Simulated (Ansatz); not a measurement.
# Cs2B: the cost of one run

Method: DFT PBE, scalar-relativistic, plane waves, PAW, in Ansatz 0.2.0.

1 further run of the same task is left out (it didn't finish).

**1. The system as given**

Symmetry: P6_3/mmc, No. 194, hexagonal system. The conventional cell has a = 3.787 Å, b = 3.787 Å, c = 14.731 Å, α = 90.00°, β = 90.00°, γ = 120.00°. Cs (site symmetry 3m) is surrounded by 3 B at 2.83 Å. B (site symmetry -6m2) is surrounded by 6 Cs at 2.83 Å.

Structure file:

```
Cs B
1.0
     3.78717    0.00000    0.00000
    -1.89359    3.27979    0.00000
     0.00000    0.00000   14.73056
Cs B
4 2
Direct
  0.33333 0.66667 0.62750
  0.66667 0.33333 0.12750
  0.33333 0.66667 0.87250
  0.66667 0.33333 0.37250
  0.33333 0.66667 0.25000
  0.66667 0.33333 0.75000
```

This is candidate A: 2H molybdenite type (P6_3/mmc, No. 194).

(A quick probe on a coarse mesh, which set the mesh and smearing, is not shown.)

**3. Coarse relaxation (candidate A)**

The input, input.yaml:

```yaml
crystal:
  lattice:
    - [3.7871744574, 0.0, 0.0]
    - [-1.8935872287, 3.2797892887, 0.0]
    - [0.0, 0.0, 14.7305556346]
  atoms:
    - { symbol: Cs, position: [0.3333333333, 0.6666666667, 0.6275] }
    - { symbol: Cs, position: [0.6666666667, 0.3333333333, 0.1275] }
    - { symbol: Cs, position: [0.3333333333, 0.6666666667, 0.8725] }
    - { symbol: Cs, position: [0.6666666667, 0.3333333333, 0.3725] }
    - { symbol: B, position: [0.3333333333, 0.6666666667, 0.25] }
    - { symbol: B, position: [0.6666666667, 0.3333333333, 0.75] }
basis:
  ecutwfc: 420
kpoints:
  mp_grid: { grid: [6, 6, 2] }
hamiltonian:
  xc: pbe
scf:
  occupations: { method: gaussian, width: 0.1 }
  lower_state_search: "off"
output:
  forces: true
  stress: true
  eigenvalues: true
relax:
  adjacent_minimum: "off"
  f_tol: 0.04
  max_steps: 70
  cell: { stress_tol: 0.4 }
```

Run with:

```bash
$ ansatz run input.yaml --threads 1 --pin off --max-ram 2560MiB --backend cpu --events-out ev --progress --plain --runs-dir out
```

What time and memory should one allow on 1 thread of Arm Neoverse V1, shared host?

About 70 s, with a peak of 0.53 GiB.
